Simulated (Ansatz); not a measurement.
# TaN, space group P-62m: relaxations under a series of pressures

With the Python package of Ansatz (0.2.0).

`tan.xyz`
```text
6
Lattice="5.196 0.0 0.0 -2.598 4.499868 0.0 0.0 0.0 2.911" Properties=species:S:1:pos:R:3 pbc="T T T"
Ta   -0.00000000    2.99991200    1.45550000
Ta    2.59800000    1.49995600    1.45550000
Ta    0.00000000    0.00000000    0.00000000
N     2.04124860    0.00000000    0.00000000
N     1.57737570    2.73209486    0.00000000
N    -1.02062430    1.76777314    0.00000000
```

Run as a notebook:

```python
import ansatz as az
import numpy as np
import pandas as pd
```

```python
def edges_and_angles(cell):
    cell = np.asarray(cell)
    a, b, c = np.linalg.norm(cell, axis=1)
    cosines = cell[1] @ cell[2] / (b * c), cell[0] @ cell[2] / (a * c), cell[0] @ cell[1] / (a * b)
    return (a, b, c, *np.degrees(np.arccos(cosines)))

structure = az.Crystal.from_extxyz("tan.xyz")

structure.resolved().tree()["lattice"]
```

    ((5.196, 0.0, 0.0), (-2.598, 4.499868, 0.0), (0.0, 0.0, 2.911))

```python
job = (
    structure.calculation()
    .functional(az.Functional.LDA)
    .basis(16 * az.Ha)
    .kpoints(5, 5, 7)
    .occupations(az.OccupationsMethod.FERMI_DIRAC, width=0.05)
)
```

```python
rows = []
for pressure in [0, 10, 20, 30, 40]:
    done = job.relax(cell=True, pressure=pressure, force_tolerance=0.02).run(threads=1, pin="off")
    cell = done.lattice.cell_ang
    n_atoms = len(done.lattice.sites)
    volume = abs(np.linalg.det(cell)) / n_atoms
    enthalpy = done.report["free_energy_ev"] / n_atoms + pressure * volume / 160.21766
    rows.append((pressure, volume, enthalpy, *edges_and_angles(cell)))
    print(f"{pressure} GPa done: {volume:.4f} A^3/atom")
```

    0 GPa done: 11.0014 A^3/atom
    10 GPa done: 10.7040 A^3/atom
    20 GPa done: 10.4438 A^3/atom
    30 GPa done: 10.2124 A^3/atom
    40 GPa done: 10.0042 A^3/atom

```python
table = pd.DataFrame(rows, columns=["P_GPa", "V_A3_atom", "H_eV_atom", "a", "b", "c", "alpha", "beta", "gamma"])
print(table.round(4).to_string(index=False))
p, v = np.array([row[0] for row in rows], float), np.array([row[1] for row in rows])
print("mean bulk modulus between rows (GPa):", np.round(-np.diff(p) / np.diff(np.log(v)), 1))
```

     P_GPa  V_A3_atom  H_eV_atom      a      b      c  alpha  beta  gamma
         0    11.0014 -5029.6436 5.1462 5.1462 2.8781   90.0  90.0  120.0
        10    10.7040 -5028.9664 5.0963 5.0963 2.8553   90.0  90.0  120.0
        20    10.4438 -5028.3066 5.0517 5.0517 2.8353   90.0  90.0  120.0
        30    10.2124 -5027.6622 5.0113 5.0113 2.8174   90.0  90.0  120.0
        40    10.0042 -5027.0313 4.9743 4.9743 2.8012   90.0  90.0  120.0
    mean bulk modulus between rows (GPa): [365.  406.3 446.2 485.6]

The volume falls from 11.00 Å³ an atom at 0 GPa to 10.00 at 40 GPa, by 9.1 %. Between 0 and 10 GPa, -V dP/dV is about 365 GPa, a mean over that step.

Caveats:
- Absolute energies stand on the zero of these potentials, so only differences at equal settings mean something.
- No spin polarisation was allowed.
- At a fixed pressure a relaxation lowers the enthalpy F + PV, while F alone can rise.
- The mesh is modest for a metal, so energies can be off by several to tens of meV an atom and pressures by half a GPa or more; differences at equal mesh fare better.
- Spin-orbit coupling, which matters for elements this heavy, is left out.
- The starting cell is as deposited in a crystallographic database; the results hold for this polymorph, which needn't be the stable one.
- Symmetry holds the cell in this phase, whether or not it is the stable one at each pressure.
- The whole script took 2.8 min on 1 thread of Intel(R) Xeon(R) Processor @ 2.30GHz, with other jobs on the host, peak memory 0.55 GiB.
